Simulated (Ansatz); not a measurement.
# ScIr2: properties at the relaxed cell

An exercise on one series of results from a longer session: the logs are not shown, and one member is left open.

Computed with Ansatz 0.2.0 (DFT r2SCAN, scalar-relativistic, plane waves, PAW, unless a step's input says otherwise).

**The structure to begin with**

The structure is cubic, space group Fd-3m (No. 227). The conventional cell has a = 7.359 Å, b = 7.359 Å, c = 7.359 Å, α = 90.00°, β = 90.00°, γ = 90.00°. Sc (site symmetry -43m) has 12 Ir at 3.05 Å and 4 Sc at 3.19 Å as nearest neighbours. Around Ir (site symmetry -3m) lie 6 Ir at 2.60 Å.

Structure file:

```
Sc Ir
1.0
     0.00000    3.67947    3.67947
     3.67947    0.00000    3.67947
     3.67947    3.67947    0.00000
Sc Ir
2 4
Direct
  0.50000 0.50000 0.50000
  0.75000 0.75000 0.75000
  0.12500 0.12500 0.12500
  0.62500 0.12500 0.12500
  0.12500 0.12500 0.62500
  0.12500 0.62500 0.12500
```

It is the result of an earlier relaxation at this level (volume 16.60 Å³/atom; gap on the mesh: none (metal)).

Set-up of the first run:

input.yaml reads:

```yaml
crystal:
  lattice:
    - [0.0, 3.6422994108, 3.6422994108]
    - [3.6422994108, 0.0, 3.6422994108]
    - [3.6422994108, 3.6422994108, 0.0]
  atoms:
    - { symbol: Sc, position: [0.5, 0.5, 0.5] }
    - { symbol: Sc, position: [0.75, 0.75, 0.75] }
    - { symbol: Ir, position: [0.125, 0.125, 0.125] }
    - { symbol: Ir, position: [0.625, 0.125, 0.125] }
    - { symbol: Ir, position: [0.125, 0.125, 0.625] }
    - { symbol: Ir, position: [0.125, 0.625, 0.125] }
basis:
  ecutwfc: 500
kpoints:
  mp_grid: { grid: [8, 8, 8] }
hamiltonian:
  xc: r2scan
scf:
  occupations: { method: gaussian, width: 0.1 }
output:
  forces: true
  stress: true
  eigenvalues: true
  write_density: true
  write_potential: true
  elf: true
  volumetric_format: npy
```

The run is started by

```console
$ ansatz run input.yaml --threads 1 --pin off --max-ram 2560MiB --backend cpu --events-out ev --progress --plain --runs-dir out
```

Among the steps run: The cell scaled to 0.97 of its volume; Point at V/V0 = 1.03; Volume × 0.94; Point at V/V0 = 1.06; Volume × 0.91; The cell scaled to 1.10 of its volume; The cell scaled to 0.88 of its volume.

One of the session's tables, all rows but one given; the rest of the session is left out.

It belongs to the step «Fit of the equation of state». 

```
volume (Å³/atom)  energy above the lowest point (meV/atom)  pressure (GPa)
          14.612                                     222.3           40.25
          15.110                                     117.5           27.52
          15.609                                      49.2           16.77
          16.107                                         ?               ?
          16.605                                       0.0           -0.01
          17.103                                      10.4           -6.51
          17.601                                      39.4          -11.99
          18.265                                     102.0          -17.97
```

Estimate the missing values for volume (Å³/atom) = 16.107.

Worked estimate for «energy above the lowest point (meV/atom)». A straight line through the neighbours (15.609, 49.2) and (16.605, 0.0) gives 49.2 + (0.0 − 49.2) × (16.107 − 15.609) / (16.605 − 15.609) = 24.6; a parabola fitted to 4 rows on both sides gives 11.5.

**Answer.** energy above the lowest point (meV/atom): 11.6; pressure (GPa): 7.67. In «energy above the lowest point (meV/atom)» the line misses by +13.0 and the parabola by -0.1.
